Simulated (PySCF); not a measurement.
# BH8NSi2: the cost of one run

Computed with PySCF 2.14.0, with density-fitted response routines of our own, on a single molecule in the gas phase. Atoms are numbered from 0 throughout.

## (1) Starting geometry

12 atoms, charge 0, multiplicity 1; geometry from: GFN2-xTB. The atoms were then displaced at random by about 0.01 Å, so the start is not that level's minimum.

Bonds of the start (Å): B0–N1 1.38, N1–Si2 1.74, N1–Si3 1.72, B0–H4 1.16, B0–H5 1.21, Si2–H6 1.47, Si2–H7 1.49, Si2–H8 1.44, Si3–H9 1.48, Si3–H10 1.45, Si3–H11 1.48.

## (2) Optimising the geometry at PBE0-D3(BJ)/def2-SVP

What the job is given:

```
{"job": {"xc": "PBE0", "basis": "def2-SVP", "d3": "d3bj", "grid": 1, "shake": 0.01, "kind": "geom"}, "charge": 0, "multiplicity": 1}
B     -0.016430     1.664640     0.281320
N     -0.011550     0.294110     0.082640
Si     1.468060    -0.626520     0.156630
Si    -1.425640    -0.629610    -0.256850
H      0.954760     2.264310     0.485550
H     -1.061590     2.267990     0.216060
H      1.348470    -1.614080     1.239000
H      2.608130     0.292690     0.434120
H      1.662010    -1.289080    -1.107630
H     -2.608730     0.265320    -0.242160
H     -1.295960    -1.269680    -1.555100
H     -1.581850    -1.648350     0.801530
```

Run with:

```console
$ OMP_NUM_THREADS=1 python probes_run.py task.json out
```

This one command runs all jobs of the session in turn.

**Question.** How long does this first job take on 1 thread of Arm Neoverse V1, shared host, and how much memory does it need?

About 19 s, with a peak of 0.44 GiB.
